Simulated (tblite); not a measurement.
# C4H10OSi2: the cost of one run

Programs: tblite 0.8.0 and PySCF 2.14.0, with density-fitted response routines of our own. Each step states its level of theory. These are calculated values for one molecule in the gas phase, unless marked as measured. Atoms are numbered from 0 throughout.

### 1 The molecule as given

17 atoms, charge 0, multiplicity 1; geometry from: force field or distance geometry start.

Bonds of the start (Å): C0–C1 1.30, C1–Si2 1.84, Si2–C3 1.85, C3–C4 1.32, C3–O5 1.38, O5–Si6 1.74, C0–H7 1.08, C0–H8 1.11, C1–H9 1.11, Si2–H10 1.48, Si2–H11 1.49, C4–H12 1.09, C4–H13 1.08, Si6–H14 1.46, Si6–H15 1.48, Si6–H16 1.47.

### 2 Geometry optimisation with GFN2-xTB

Job settings and geometry (Å):

```
{"job": {"kind": "relax", "xc": "GFN2-xTB", "basis": "xTB"}, "charge": 0, "multiplicity": 1}
C     -2.994600    -0.075800    -0.249200
C     -2.202500    -0.718000     0.556200
Si    -0.452600    -1.163500     0.214000
C      0.554500     0.349000     0.586000
C      0.004500     1.544900     0.460900
O      1.862500     0.261000     1.020700
Si     3.096700     0.081000    -0.186100
H     -2.725300     0.288100    -1.230700
H     -4.030000     0.131100     0.079700
H     -2.613800    -1.024000     1.540500
H     -0.000900    -2.276600     1.070500
H     -0.241700    -1.565300    -1.203700
H     -1.036600     1.547300     0.122500
H      0.549300     2.462000     0.658400
H      2.553400    -0.683200    -1.301800
H      4.246800    -0.581600     0.457800
H      3.423200     1.435800    -0.657200
```

On the command line:

```console
> OMP_NUM_THREADS=1 python probes_run.py task.json out
```

This one command runs all jobs of the session in turn.

Q: Estimate the wall time and peak memory of this first job on 1 thread of Arm Neoverse N1, shared host.

About 2.9 s, with a peak of 0.18 GiB.
